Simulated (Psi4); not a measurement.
# SnNH3F (SMILES [NH2][SnH][F]): UB3LYP/def2-TZVPP (density fitting, core potential, sweep point 4)

What is the vertical doublet–quartet gap of SnNH3F at UB3LYP/def2-TZVPP (density fitting, core potential, sweep point 4)? 

Program for the calculation: Psi4 1.11.

### Step 1. Starting point

SnNH3F: 6 atoms, total charge 0, spin state doublet. SMILES: `[NH2][SnH][F]`. The shape is that of a PBE0-D4/def2-TZVP optimisation. This is one conformer, not always the lowest.

Bond lengths: N1–Sn2 2.034 Å, Sn2–F3 1.936 Å, N1–H4 1.014 Å, N1–H5 1.013 Å, Sn2–H6 1.745 Å. Angles: N1–Sn2–F3 98.5°, N1–Sn2–H6 108.0°, F3–Sn2–H6 104.2°, Sn2–N1–H4 112.9°, Sn2–N1–H5 116.2°, H4–N1–H5 108.3°.

### Step 2. The energy at UB3LYP/def2-TZVPP (density fitting, core potential, sweep point 4)

calc.dat

```
memory 1.6 GB

molecule geom {
  0 2
  N     -0.572300     0.218600    -0.844500
  Sn     0.196000    -0.531800     0.883000
  F      2.076100    -0.368700     0.452600
  H     -0.046400    -0.061900    -1.664800
  H     -1.552900     0.032100    -1.016500
  H     -0.058500     0.647800     2.143900
  symmetry c1
}

set {
  reference            uks
  puream               true
  scf_type             df
  dft_radial_points    99
  dft_spherical_points 590
  maxiter              100
}

E, wfn = energy("b3lyp/def2-TZVPP", return_wfn=True)
```

Launch:

```console
$ psi4 -i calc.dat -o calc.out -n 1
```

calc.out:

```text
[...]
    !!!  WARNING: ECP capability is in beta. Please check occupations closely.  !!!
[...]
  Running in c1 symmetry.
[...]
  Nuclear repulsion =  134.387417580254777
[...]
  Multiplicity = 2
[...]
  Nalpha       = 21
  Nbeta        = 20
[...]
    Number of basis functions: 154
[...]
 WARNING: Atomic UHF is not converging! Try casting from a smaller basis or call Rob at CCMST.
   -------------------------
[...]
   @DF-UKS iter   1:  -370.32824826229159   -1.15741e+00   7.49664e-03 ADIIS/DIIS
[...]
   @DF-UKS iter  11:  -370.85756046399086   -8.62930e-08   5.54022e-07 DIIS
[...]
   @S^2 Observed:                7.561018424E-01
[...]
    Orbital Energies [Eh]
    ---------------------
    Alpha Occupied:
       1A    -24.618579     2A    -14.325381     3A     -5.111125
       4A     -3.453123     5A     -3.452019     6A     -3.448996
       7A     -1.128685     8A     -1.040128     9A     -1.035185
      10A     -1.032804    11A     -1.032187    12A     -1.017774
      13A     -0.853434    14A     -0.516363    15A     -0.496712
      16A     -0.400827    17A     -0.387871    18A     -0.375276
      19A     -0.352013    20A     -0.313699    21A     -0.226603
    Alpha Virtual:
      22A     -0.030257    23A     -0.008399    24A      0.036427
      25A      0.056253    26A      0.082217    27A      0.092248
[...]
  @DF-UKS Final Energy:  -370.85756046399086
   => Energetics <=
    Nuclear Repulsion Energy =            134.3874175802547768
    One-Electron Energy =                -860.4868176199270238
    Two-Electron Energy =                 384.9500266882763526
    DFT Exchange-Correlation Energy =     -29.7081871125950130
    Empirical Dispersion Energy =           0.0000000000000000
    VV10 Nonlocal Energy =                  0.0000000000000000
    Total Energy =                       -370.8575604639908647
[...]
 Multipole Moments:
 ------------------------------------------------------------------------------------
     Multipole            Electronic (a.u.)      Nuclear  (a.u.)        Total (a.u.)
 ------------------------------------------------------------------------------------
 L = 1.  Multiply by 2.5417464519 to convert [e a0] to [Debye]
 Dipole X            :         -7.5097542            6.2908715           -1.2188827
 Dipole Y            :         -9.4742203            9.0136100           -0.4606103
 Dipole Z            :         18.3887503          -18.5143214           -0.1255711
 Magnitude           :                                                    1.3090474
[...]
```

Run time: 46 s. Hardware: 1 thread of Intel Xeon Platinum 8259CL at 2.50GHz (Skylake/Cascade Lake), shared host; peak memory 0.85 GiB.

### Step 3. The quartet at the same level

fh3nsn.inp

```
memory 1600 mb

molecule {
  0 4
  N     -0.572300     0.218600    -0.844500
  Sn     0.196000    -0.531800     0.883000
  F      2.076100    -0.368700     0.452600
  H     -0.046400    -0.061900    -1.664800
  H     -1.552900     0.032100    -1.016500
  H     -0.058500     0.647800     2.143900
  symmetry c1
}

set {
  reference uks
  puream true
  scf_type df
  dft_radial_points 99
  dft_spherical_points 590
  maxiter 100
}

e, wfn = energy("b3lyp/def2-TZVPP", return_wfn=True)
```

Launch:

```console
$ psi4 -n 1 fh3nsn.inp fh3nsn.out
```

fh3nsn.out:

```text
[...]
    !!!  WARNING: ECP capability is in beta. Please check occupations closely.  !!!
[...]
  Running in c1 symmetry.
[...]
  Nuclear repulsion =  134.387417580254777
[...]
  Multiplicity = 4
[...]
  Nalpha       = 22
  Nbeta        = 19
[...]
    Number of basis functions: 154
[...]
 WARNING: Atomic UHF is not converging! Try casting from a smaller basis or call Rob at CCMST.
   -------------------------
[...]
   @DF-UKS iter   1:  -370.23938317481026   -1.06854e+00   6.30814e-03 DIIS/ADIIS
[...]
   @DF-UKS iter  15:  -370.64418343967606   -4.34626e-08   3.44654e-07 DIIS
[...]
   @S^2 Observed:                3.756107708E+00
[...]
    Orbital Energies [Eh]
    ---------------------
    Alpha Occupied:
       1A    -24.635020     2A    -14.449773     3A     -5.124462
       4A     -3.466914     5A     -3.465499     6A     -3.461853
       7A     -1.144511     8A     -1.062189     9A     -1.050920
      10A     -1.047069    11A     -1.045143    12A     -1.031928
      13A     -0.965108    14A     -0.592245    15A     -0.563091
      16A     -0.463922    17A     -0.444233    18A     -0.406171
      19A     -0.389701    20A     -0.376959    21A     -0.258099
      22A     -0.092478
    Alpha Virtual:
      23A     -0.036635    24A      0.017201    25A      0.018894
[...]
  @DF-UKS Final Energy:  -370.64418343967606
   => Energetics <=
    Nuclear Repulsion Energy =            134.3874175802547768
    One-Electron Energy =                -858.9851814609741041
    Two-Electron Energy =                 383.6070836399261452
    DFT Exchange-Correlation Energy =     -29.6535031988828770
    Empirical Dispersion Energy =           0.0000000000000000
    VV10 Nonlocal Energy =                  0.0000000000000000
    Total Energy =                       -370.6441834396760555
[...]
 Multipole Moments:
 ------------------------------------------------------------------------------------
     Multipole            Electronic (a.u.)      Nuclear  (a.u.)        Total (a.u.)
 ------------------------------------------------------------------------------------
 L = 1.  Multiply by 2.5417464519 to convert [e a0] to [Debye]
 Dipole X            :         -7.2626789            6.2908715           -0.9718075
 Dipole Y            :         -8.8252757            9.0136100            0.1883343
 Dipole Z            :         17.5428975          -18.5143214           -0.9714239
 Magnitude           :                                                    1.3869189
[...]
```

Run time: 63 s. Hardware: 1 thread of Intel Xeon Platinum 8259CL at 2.50GHz (Skylake/Cascade Lake), shared host; peak memory 0.85 GiB.

### Step 4. Outcome

Level: UB3LYP/def2-TZVPP (density fitting, core potential, sweep point 4).

```
                                        quantity          value
                           doublet: total energy  -370.85756 Eh
                          doublet: dipole moment         3.33 D
     doublet: HOMO energy (highest over α and β)       -6.17 eV
      doublet: LUMO energy (lowest over α and β)       -3.80 eV
                                   doublet: ⟨S²⟩          0.756
                           quartet: total energy  -370.64418 Eh
                          quartet: dipole moment         3.53 D
     quartet: HOMO energy (highest over α and β)       -2.52 eV
                                   quartet: ⟨S²⟩          3.756
vertical energy of the quartet above the doublet       5.806 eV
```

At this shape the quartet lies 5.81 eV (134 kcal/mol) above the doublet.
